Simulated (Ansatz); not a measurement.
# C2H9B2N: one species, many methods

One table from this session's results is given with a row withheld; the runs are named, their logs left out.

Program: Ansatz 0.2.0, Gaussian basis. Level of theory: functionals in def2-TZVPP, the program's frozen cores in correlated methods. These are calculated values, not measurements.

Levels to be run: PBE-D4, r2SCAN-D4, PBE0-D4, B3LYP-D4, ωB97X-V, ωB97M-V, B2PLYP; CCSD(T)/def2-TZVPP; MP2/def2-QZVPP; extrapolation to the limit.

### The relaxed structure

All runs share one geometry, relaxed beforehand with PBE0-D4 in a triple-zeta def2 set.

14 atoms, charge 0, spin multiplicity 1.

Atoms are counted from 1 here; the program's logs count them from 0.

Bond lengths: B1–C2 1.551 Å, B1–H6 1.198 Å, B1–H7 1.202 Å, C2–C3 1.509 Å, C2–H8 1.109 Å, C2–H9 1.097 Å, C3–B4 1.568 Å, C3–N5 1.498 Å, C3–H10 1.088 Å, B4–N5 1.610 Å, B4–H11 1.202 Å, B4–H12 1.199 Å, N5–H13 1.009 Å, N5–H14 1.008 Å. Angles: C2–B1–H6 120.4°, C2–B1–H7 121.5°, H6–B1–H7 118.0°, B1–C2–C3 119.8°, B1–C2–H8 103.6°, B1–C2–H9 111.3°, C3–C2–H8 109.3°, C3–C2–H9 109.2°, H8–C2–H9 101.9°, C2–C3–B4 124.7°, C2–C3–N5 114.2°, C2–C3–H10 113.0°, B4–C3–N5 63.3°, B4–C3–H10 119.3°, N5–C3–H10 109.6°, C3–B4–N5 56.2°, C3–B4–H11 117.4°, C3–B4–H12 120.1° and more.

Geometry (Å):

```xyz
14
C2H9B2N
B    -1.07183    0.33637    1.80401
C    -0.01901   -0.49748    1.02915
C     0.72679    0.12320   -0.12711
B     0.93558   -0.55800   -1.52361
N    -0.15295    0.59513   -1.24403
H    -1.48640   -0.04269    2.86187
H    -1.54347    1.33987    1.34052
H    -0.59482   -1.37279    0.66585
H     0.69916   -0.96713    1.71195
H     1.39284    0.92704    0.17852
H     0.41954   -1.62918   -1.69925
H     1.82198   -0.19325   -2.24423
H    -1.13311    0.37218   -1.15476
H    -0.00710    1.53763   -1.56997
```

The first run:

File in.yaml:

```yaml
crystal:
  periodic: [false, false, false]
  atoms:
    - {symbol: B, position_ang: [-1.071827, 0.336368, 1.804005]}
    - {symbol: C, position_ang: [-0.019008, -0.497476, 1.029152]}
    - {symbol: C, position_ang: [0.726790, 0.123197, -0.127107]}
    - {symbol: B, position_ang: [0.935575, -0.558002, -1.523613]}
    - {symbol: N, position_ang: [-0.152951, 0.595134, -1.244034]}
    - {symbol: H, position_ang: [-1.486402, -0.042690, 2.861868]}
    - {symbol: H, position_ang: [-1.543474, 1.339867, 1.340520]}
    - {symbol: H, position_ang: [-0.594823, -1.372790, 0.665853]}
    - {symbol: H, position_ang: [0.699161, -0.967132, 1.711946]}
    - {symbol: H, position_ang: [1.392839, 0.927037, 0.178519]}
    - {symbol: H, position_ang: [0.419544, -1.629178, -1.699248]}
    - {symbol: H, position_ang: [1.821977, -0.193247, -2.244233]}
    - {symbol: H, position_ang: [-1.133106, 0.372179, -1.154764]}
    - {symbol: H, position_ang: [-0.007097, 1.537631, -1.569965]}
basis:
  gaussian: {orbitals: def2-TZVPP}
hamiltonian: {xc: pbe, dispersion: d4}
output: {forces: true, orbitals: {seedname: orbitals}}
```

Run with:

```sh
$ ansatz run in.yaml --threads 4 --pin off --events-out ev --progress --plain --max-ram 10444MiB
```

Among the steps run: PBE-D4 (GGA); r2SCAN-D4 (meta-GGA); PBE0-D4 (hybrid); B3LYP-D4 (hybrid); ωB97X-V (range-separated); ωB97M-V (range-separated); B2PLYP (double hybrid); CCSD(T) in def2-TZVPP; MP2 in def2-QZVPP.

One table of the session follows, with a row left open; its other results are not shown here.

It belongs to the step «Atomisation energies». 

```
            method  atoms, summed (eV)  atomisation energy (eV)
            PBE-D4           -5002.563                   54.433
         r2SCAN-D4                   ?                        ?
           PBE0-D4           -5004.186                   53.803
          B3LYP-D4           -5011.525                   53.638
           ωB97X-V           -5009.384                   53.581
           ωB97M-V           -5007.756                   53.704
            B2PLYP           -5006.400                   52.963
     HF/def2-TZVPP           -4989.226                   39.974
    MP2/def2-TZVPP           -4997.772                   52.567
   CCSD/def2-TZVPP           -5000.450                   51.323
CCSD(T)/def2-TZVPP           -5000.694                   51.961
           MP2/CBS           -4999.215                   53.746
       CCSD(T)/CBS           -5002.136                   53.139
```

**Question.** Estimate the row for r2SCAN-D4.

The run gave: atoms, summed (eV): -5007.431; atomisation energy (eV): 53.594. In the column «atoms, summed (eV)» it lies between ωB97M-V (-5007.756) and B2PLYP (-5006.400).

Limits of these values: Free atoms (2 B, 2 C, 1 N, 9 H) were run apart at each level; the atomisation energy is their sum less the molecule, without zero-point or spin-orbit terms.
